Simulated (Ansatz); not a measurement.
Write the native input for Ansatz 0.2.0 that does the following.

- Task: relaxation of cell and atoms
- Functional: PBE
- Potentials or basis: Ansatz PAW
- Cutoff: 420 eV (not typed: the program's choice for these potentials)
- k mesh: 4 × 4 × 4
- Occupations: fermi-dirac, width 0.05 eV
- Spin: collinear spin, ferromagnetic start
- Starting moments: [0.0, 0.0, 4.0, 1.0, 0.0, 0.0, 0.0, 0.0, 0.0, 0.0] μB
- Target pressure: 20 GPa
- Target pressure (GPa): 20

NaLaMnMoO6:

```
Na La Mn Mo O
1.0
     4.97775   -2.88146    0.02055
     4.97775    2.88146    0.02055
    -3.06086    0.00000    4.59785
Na La Mn Mo O
1 1 1 1 6
Direct
  0.99482 0.99482 0.49994
  0.75307 0.75307 0.78825
  0.25016 0.25016 0.19811
  0.49867 0.49867 0.99722
  0.30338 0.30338 0.61396
  0.32902 0.82850 0.87649
  0.19558 0.63630 0.15354
  0.63630 0.19558 0.15354
  0.82850 0.32902 0.87649
  0.71050 0.71050 0.34246
```

The cell was built by a generator and needn't be a form met in nature.

These files were run (other wordings do the same):

input.yaml

```yaml
crystal:
  lattice:
    - [4.97775, -2.88146, 0.02055]
    - [4.97775, 2.88146, 0.02055]
    - [-3.06086, 0.0, 4.59785]
  atoms:
    - { symbol: Na, position: [0.99482, 0.99482, 0.49994] }
    - { symbol: La, position: [0.75307, 0.75307, 0.78825] }
    - { symbol: Mn, position: [0.25016, 0.25016, 0.19811], spin: 4.0 }
    - { symbol: Mo, position: [0.49867, 0.49867, 0.99722], spin: 1.0 }
    - { symbol: O, position: [0.30338, 0.30338, 0.61396] }
    - { symbol: O, position: [0.32902, 0.8285, 0.87649] }
    - { symbol: O, position: [0.19558, 0.6363, 0.15354] }
    - { symbol: O, position: [0.6363, 0.19558, 0.15354] }
    - { symbol: O, position: [0.8285, 0.32902, 0.87649] }
    - { symbol: O, position: [0.7105, 0.7105, 0.34246] }
hamiltonian:
  xc: pbe
  pseudopotentials: { kind: paw }
magnetization:
  spin_polarized: true
kpoints:
  mp_grid: { grid: [4, 4, 4] }
scf:
  occupations: { method: fermi_dirac, width: 0.05 }
output:
  forces: true
  stress: true
  eigenvalues: true
relax:
  f_tol: 0.01
  max_steps: 40
  cell: { stress_tol: 0.05, p_target: 20.0 }
```

Potentials or basis: Ansatz PAW.

Command:

```console
$ ansatz run input.yaml --threads 8 --pin off --max-ram 20480MiB --backend cpu --events-out ev --progress --plain --runs-dir out
```

It gave:

* Relaxed volume: 11.15 Å³/atom
* Relaxed cell: a = 5.382 Å, b = 5.382 Å, c = 5.357 Å, α = 119.84°, β = 119.84°, γ = 61.86°
* Space group after relaxing (to 0.05 Å): Cm (No. 8)
* Energy change on relaxing (the enthalpy is what falls): +101.3 meV/atom
* Ionic steps: 14
* Pressure after relaxing: 20.0 GPa
* Largest force after relaxing: 0.007 eV/Å
* Band gap on the k mesh: 0.57 eV, indirect (least direct gap 0.74 eV)
* Net moment: 5.00 μB per cell
* Absolute moment: 5.01 μB per cell
* Site moments: Na +0.00; La +0.01; Mn +3.75; Mo +0.11; O +0.03, +0.05, +0.04 μB

Caveat: the volume moved by over 15 % at a fixed basis, so the end points are rough; the plane-wave basis is chosen anew once the cell has moved, so the energies of steps on either side of that aren't comparable; the pressure holds a Pulay correction of +0.7 GPa for the finite cutoff; spin-orbit coupling is left out, which moves the levels of the heavy elements; a cell with one magnetic atom can't hold antiferromagnetic order, which such compounds often take.

It took 82 s on 8 threads of AMD EPYC 7B13 (Zen 3) (shared host), peak memory 0.97 GiB.
